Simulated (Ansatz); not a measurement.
**CH₆ClFSi₂: up Jacob's ladder to CCSD(T)**

One table from this session's results is given with a row withheld; the runs are named, their logs left out.

Computed with Ansatz 0.2.0, Gaussian basis. Level: functionals in def2-TZVPP, the program's frozen cores in correlated methods.

Plan: LDA (SPW92), PBE-D4, revPBE-D4, BLYP-D4, r2SCAN-D4, B97M-V, PBE0-D4, B3LYP-D4, r2SCANh-D4, r2SCAN0-D4, HSE06-D4, BHLYP-D4, CAM-B3LYP-D4, LC-ωPBE, ωB97X-V, ωB97M-V, B2PLYP, PBE-QIDH; CCSD(T)/def2-SVP; CCSD(T)/def2-TZVPP; MP2/def2-QZVPP; extrapolation to the limit; RPA on PBE.

**Structure used throughout**

The geometry comes from an earlier relaxation with PBE0-D4 in a triple-zeta def2 set; it is a stationary point, not always the lowest conformer.

SMILES `FC([SiH3])([SiH3])Cl`, 11 atoms, charge 0, spin multiplicity 1.

Atoms are counted from 1 here; the program's logs count them from 0.

Bond lengths: F1–C2 1.386 Å, C2–Si3 1.908 Å, C2–Si4 1.908 Å, C2–Cl5 1.796 Å, Si3–H6 1.481 Å, Si3–H7 1.483 Å, Si3–H8 1.485 Å, Si4–H9 1.485 Å, Si4–H10 1.483 Å, Si4–H11 1.481 Å. Angles: F1–C2–Si3 108.9°, F1–C2–Si4 108.9°, F1–C2–Cl5 108.1°, Si3–C2–Si4 116.8°, Si3–C2–Cl5 106.8°, Si4–C2–Cl5 106.8°, C2–Si3–H6 108.5°, C2–Si3–H7 107.8°, C2–Si3–H8 108.3°, H6–Si3–H7 111.3°, H6–Si3–H8 110.8°, H7–Si3–H8 110.0°, C2–Si4–H9 108.3°, C2–Si4–H10 107.8°, C2–Si4–H11 108.5°, H9–Si4–H10 110.0°, H9–Si4–H11 110.8°, H10–Si4–H11 111.3°.

Set-up of the first run:

The input, in.yaml:

```yaml
crystal:
  periodic: [false, false, false]
  atoms:
    - {symbol: F, position_ang: [-1.645730, 0.964198, 0.105095]}
    - {symbol: C, position_ang: [-0.330241, 0.591563, -0.121495]}
    - {symbol: Si, position_ang: [0.514486, 0.250011, 1.555252]}
    - {symbol: Si, position_ang: [-0.298569, -0.820037, -1.405273]}
    - {symbol: Cl, position_ang: [0.526765, 1.986552, -0.861060]}
    - {symbol: H, position_ang: [0.441565, 1.480403, 2.377161]}
    - {symbol: H, position_ang: [1.920457, -0.134674, 1.284731]}
    - {symbol: H, position_ang: [-0.200304, -0.869993, 2.219252]}
    - {symbol: H, position_ang: [-1.042026, -1.977719, -0.845567]}
    - {symbol: H, position_ang: [1.118074, -1.190699, -1.636902]}
    - {symbol: H, position_ang: [-0.939178, -0.336805, -2.650594]}
basis:
  gaussian: {orbitals: def2-TZVPP}
hamiltonian: {xc: lda}
output: {orbitals: {seedname: orbitals}}
```

Command:

```
$ ansatz run in.yaml --threads 4 --pin off --events-out ev --progress --plain --max-ram 10444MiB
```

Among the steps run: LDA; PBE-D4 (GGA); revPBE-D4 (GGA); BLYP-D4 (GGA); r2SCAN-D4 (meta-GGA); B97M-V (meta-GGA); PBE0-D4 (hybrid); B3LYP-D4 (hybrid); r2SCANh-D4 (hybrid); r2SCAN0-D4 (hybrid); HSE06-D4 (hybrid); BHLYP-D4 (hybrid); CAM-B3LYP-D4 (range-separated); LC-ωPBE (range-separated); ωB97X-V (range-separated); ωB97M-V (range-separated); B2PLYP (double hybrid); PBE-QIDH (double hybrid).

One of the session's tables, all rows but one given; the rest of the session is left out.

It belongs to the step «Frontier levels by functional». 

```
  functional  HOMO (eV)  gap (eV)
 LDA (SPW92)      -6.74      5.14
      PBE-D4      -6.60      5.24
   revPBE-D4      -6.54      5.28
     BLYP-D4      -6.49      5.28
   r2SCAN-D4      -6.87      5.76
      B97M-V      -7.05      5.80
     PBE0-D4      -7.94      7.52
    B3LYP-D4      -7.73      7.10
  r2SCANh-D4      -7.37      6.60
  r2SCAN0-D4      -8.12      7.85
    HSE06-D4      -7.53      6.74
    BHLYP-D4          ?         ?
CAM-B3LYP-D4      -9.32      9.97
     LC-ωPBE     -10.64     12.46
     ωB97X-V     -10.30     11.98
     ωB97M-V     -10.16     11.56
```

Q: Estimate the row for BHLYP-D4 from the others.

Worked estimate for «HOMO (eV)». Against the share of exact exchange, BLYP-D4 (0, -6.49), B3LYP-D4 (0.2, -7.73) give a slope of -6.20 per unit share; at 0.5 the line stands at -9.59.

As computed: HOMO (eV): -9.20; gap (eV): 9.74. In «HOMO (eV)» the line misses by -0.39.
